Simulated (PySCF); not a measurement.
# InO (InO): the cost of one run

Programs: PySCF 2.14.0, with routines of our own; each step states its level. All values are computed. Atoms count from 0.

### 1 The system as given

2 atoms, charge 0, multiplicity 2; geometry from: GFN2-xTB.

### 2 Geometry optimisation at PBE0-D3(BJ)/def2-SVP

The job: settings as JSON, then the geometry in Å.

```
{"job": {"xc": "PBE0", "basis": "def2-SVP", "d3": "d3bj", "grid": 1, "maxiter": 30, "shake": 0.01, "kind": "geom"}, "charge": 0, "multiplicity": 2}
O      0.945320    -0.028900     0.001890
In    -0.927830     0.000090    -0.014010
```

Run with:

```
> OMP_NUM_THREADS=1 python heavy_run.py task.json out
```

The driver reads the jobs from task.json and runs them one after another.

**Question.** How long does this first job take on 1 thread of Intel Xeon Platinum 8223CL at 3.00GHz, shared host, and how much memory does it need?

About 5.6 s, with a peak of 0.27 GiB.
